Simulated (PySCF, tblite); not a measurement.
**C₄H₃BF₂O₂: geometry, infrared bands and NMR shifts**

Wanted: the infrared bands and NMR shifts of C₄H₃BF₂O₂ (`O=C1C[C@@H](B(F)F)C1=O`), by calculation.

Computed with tblite 0.8.0 and PySCF 2.14.0, with density-fitted response routines of our own, on a single molecule in the gas phase. Atoms are numbered from 0 throughout.

## 1. Starting geometry

12 atoms, charge 0, multiplicity 1; geometry from: force field or distance geometry start.

Bonds of the start (Å): O0–C1 1.27, C1–C2 1.50, C2–C3 1.52, C3–B4 1.56, B4–F5 1.45, B4–F6 1.46, C3–C7 1.45, C7–O8 1.27, C7–C1 1.46, C2–H9 1.10, C2–H10 1.13, C3–H11 1.11.

## 2. Geometry optimisation with GFN2-xTB

What the job is given:

```
{"job": {"kind": "relax", "xc": "GFN2-xTB", "basis": "xTB"}, "charge": 0, "multiplicity": 1}
O     -2.668700    -0.536500     1.121100
C     -1.555800    -0.269000     0.568300
C     -0.300100    -1.026400     0.256900
C      0.400200     0.318000     0.272400
B      1.495000     0.341300    -0.837400
F      2.641800    -0.529300    -0.627900
F      1.711100     1.466600    -1.737600
C     -0.902100     0.904600    -0.000100
O     -1.318700     1.981300    -0.537100
H      0.020700    -1.759700     1.006200
H     -0.328200    -1.435100    -0.795000
H      0.805900     0.543600     1.284200
```

Command:

```
> OMP_NUM_THREADS=1 python probes_run.py task.json out
```

One launch serves the whole session: the jobs run in the order shown.

**Question.** This job is followed by: GFN2-xTB harmonic vibrations, gas phase; GIAO PBE0/pcSseg-1 NMR shielding, non-relativistic, gas phase. Predict these results of the whole session: strongest single infrared mode (GFN2-xTB); zero-point energy (GFN2-xTB); ¹³C shifts against TMS (PBE0/pcSseg-1); ¹H shifts against TMS (PBE0/pcSseg-1); ¹⁷O shifts against H2O (PBE0/pcSseg-1); ¹¹B shifts against BF3·OEt2 (PBE0/pcSseg-1); ¹⁹F shifts against CFCl3 (PBE0/pcSseg-1, means over atoms taken as alike).

**Answer**, as computed:

```
                                                                 quantity                         value
                                strongest single infrared mode (GFN2-xTB)         1858 cm⁻¹, 469 km/mol
                                             zero-point energy (GFN2-xTB)                 43.9 kcal/mol
                                   ¹³C shifts against TMS (PBE0/pcSseg-1)  211.5, 206.9, 50.1, 45.1 ppm
                                    ¹H shifts against TMS (PBE0/pcSseg-1)          3.27, 3.25, 3.11 ppm
                                   ¹⁷O shifts against H2O (PBE0/pcSseg-1)              773.9, 749.3 ppm
                              ¹¹B shifts against BF3·OEt2 (PBE0/pcSseg-1)                      23.4 ppm
¹⁹F shifts against CFCl3 (PBE0/pcSseg-1, means over atoms taken as alike)                     -70.9 ppm
```

In words: Relaxing lowered the energy by 1.818 eV in 115 steps; the close pair that moved most is B4–F6, from 1.457 to 1.311 Å. No mode is imaginary among the 30: a minimum at this level. The strongest single mode, at 1858 cm⁻¹, moves mainly C1, O0 and C7. Unscaled tight-binding wavenumbers are off by several per cent, some by more. Its intensities can rank the bands wrongly.
